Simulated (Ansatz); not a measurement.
# Cs4Rb8Mo4F23: the cost of one run

Program: Ansatz 0.2.0. Level of theory: DFT PBEsol, plane waves, PAW, scalar-relativistic, no spin polarisation. These are calculated values, not measurements.

### 1 The system as given

The cell holds 39 atoms (Cs4F23Mo4Rb8): a = 9.928 Å, b = 9.928 Å, c = 9.928 Å, α = 90.00°, β = 90.00°, γ = 90.00°.

The coordinates stand in the first input below.

### 2 Run 1

130 steps of 2 fs under a Langevin thermostat at 500 K.

input.yaml

```yaml
accuracy: low
crystal:
  lattice:
    - [9.928462, 0.0, 0.0]
    - [0.0, 9.928462, 0.0]
    - [0.0, 0.0, 9.928462]
  atoms:
    - { symbol: Cs, position: [0.5, 0.5, 0.5] }
    - { symbol: Rb, position: [0.25, 0.25, 0.25] }
    - { symbol: Rb, position: [0.75, 0.75, 0.75] }
    - { symbol: Mo, position: [0.0, 0.0, 0.0] }
    - { symbol: F, position: [0.5, 0.5, 0.213348] }
    - { symbol: F, position: [0.786652, 0.5, 0.5] }
    - { symbol: F, position: [0.5, 0.5, 0.786652] }
    - { symbol: F, position: [0.5, 0.213348, 0.5] }
    - { symbol: F, position: [0.5, 0.786652, 0.5] }
    - { symbol: F, position: [0.213348, 0.5, 0.5] }
    - { symbol: Cs, position: [0.0, 0.0, 0.5] }
    - { symbol: Rb, position: [0.75, 0.75, 0.25] }
    - { symbol: Rb, position: [0.25, 0.25, 0.75] }
    - { symbol: Mo, position: [0.5, 0.5, 0.0] }
    - { symbol: F, position: [0.0, 0.0, 0.213348] }
    - { symbol: F, position: [0.286652, 0.0, 0.5] }
    - { symbol: F, position: [0.0, 0.0, 0.786652] }
    - { symbol: F, position: [0.0, 0.713348, 0.5] }
    - { symbol: F, position: [0.0, 0.286652, 0.5] }
    - { symbol: F, position: [0.713348, 0.0, 0.5] }
    - { symbol: Cs, position: [0.0, 0.5, 0.0] }
    - { symbol: Rb, position: [0.75, 0.25, 0.75] }
    - { symbol: Rb, position: [0.25, 0.75, 0.25] }
    - { symbol: Mo, position: [0.5, 0.0, 0.5] }
    - { symbol: F, position: [0.0, 0.5, 0.713348] }
    - { symbol: F, position: [0.286652, 0.5, 0.0] }
    - { symbol: F, position: [0.0, 0.5, 0.286652] }
    - { symbol: F, position: [0.0, 0.213348, 0.0] }
    - { symbol: F, position: [0.0, 0.786652, 0.0] }
    - { symbol: F, position: [0.713348, 0.5, 0.0] }
    - { symbol: Cs, position: [0.5, 0.0, 0.0] }
    - { symbol: Rb, position: [0.25, 0.75, 0.75] }
    - { symbol: Rb, position: [0.75, 0.25, 0.25] }
    - { symbol: Mo, position: [0.0, 0.5, 0.5] }
    - { symbol: F, position: [0.5, 0.0, 0.713348] }
    - { symbol: F, position: [0.786652, 0.0, 0.0] }
    - { symbol: F, position: [0.5, 0.0, 0.286652] }
    - { symbol: F, position: [0.5, 0.713348, 0.0] }
    - { symbol: F, position: [0.5, 0.286652, 0.0] }
basis:
  ecutwfc: 420.0
kpoints:
  mp_grid: { grid: [1, 1, 1] }
hamiltonian:
  xc: pbesol
scf:
  occupations: { method: fermi_dirac, width: 0.05 }
  lower_state_search: "off"
md:
  timestep: 2
  n_steps: 130
  ensemble: nvt_langevin
  temperature: 500.0
  initial_velocities: maxwell_boltzmann
  seed: 289141
  friction: 0.005
```

Run with:

```bash
ansatz run input.yaml --threads 4 --pin off --max-ram 10240MiB --backend cpu --events-out ev --progress --plain --runs-dir out
```

What time and memory should one allow on 4 threads of Arm Neoverse V2, shared host?

About 15 min, with a peak of 1.1 GiB.
